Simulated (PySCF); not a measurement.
**A diatomic session: GaH+**

What are the lowest state that PBE0 finds, the bond length, vibrational wavenumber and bond energy of GaH+, and how much do these hang on the method?

The runs use PySCF 2.14.0; Ga cc-pVDZ-PP with ECP10, H cc-pVDZ, scalar-relativistic core potentials.

## 1. Set-up

A driver script around PySCF takes these settings:

| Quantity | Value |
| --- | --- |
| atoms | Ga, H |
| charge | 1 |
| basis | Ga cc-pVDZ-PP with ECP10, H cc-pVDZ |
| Hamiltonian | scalar-relativistic core potentials |
| basis functions | 28 |
| electrons treated | 21 |
| masses in u | 68.9256, 1.0078 |
| levels | PBE0, PBE, r²SCAN, B2PLYP, TPSSh, revPBE, HF, MP2, SCS-MP2, CCSD, CCSD(T) |
| grid | 80 radial by 434 angular points |
| occupations | held fixed by the projection of orbital angular momentum |
| dissociation limit | Ga+ + H, each in its ground configuration |
| starting distance in angstrom | 1.625 |
| values of 2S to try | 1, 3 |

On the command line:

```
OMP_NUM_THREADS=1 python dia.py task.json out
```

The runs that follow: The PBE0 curve of the state that the search chose; Excited determinants; PBE; r²SCAN; B2PLYP (double hybrid); TPSSh (hybrid meta-GGA); revPBE; UHF; Adding correlation.

Q: Predict the outcome of this session. Wanted: for each run, Re; ωe; De; μ.

**Answer**, as computed:

Lowest PBE0 solution found, without spin–orbit coupling: ²Σ⁺ (doublet), unpaired electrons σ ↑. State 2 has its PBE0 minimum 6.16 eV higher. The other levels ran on the lowest alone.

```
      level  Re (Å)  ωe (cm⁻¹)  De (eV)  μ (D)
        UHF   1.650       1274    0.123   0.20
    UHF-MP2   1.621       1467    0.247    n/a
UHF-SCS-MP2   1.623       1475    0.226    n/a
   UHF-CCSD   1.664       1274    0.282    n/a
UHF-CCSD(T)   1.663       1279    0.292    n/a
        PBE   1.740       1031    0.388   0.59
     revPBE   1.730       1077    0.358   0.51
     r²SCAN   1.692       1168     0.60   0.50
      TPSSh   1.694       1179     0.63   0.43
       PBE0   1.691       1192    0.408   0.47
     B2PLYP   1.691       1176    0.346   0.41
```

De is counted to Ga+ + H in their ground configurations. A positive dipole points from Ga to H; in an ion it is taken about the centre of mass and does not tell which atom is negative.

**Reading.** Bond lengths run from 1.621 Å (UHF-MP2) to 1.740 Å (PBE). CCSD(T) can't serve as the judge here: for a weak bond in this basis it is far from its limit. Among the levels with a De in the table, it runs from 0.123 eV (UHF) to 0.63 eV (TPSSh).

Correlated steps freeze 4 core orbitals. B2PLYP dipoles, levels and charges come from its SCF part alone.
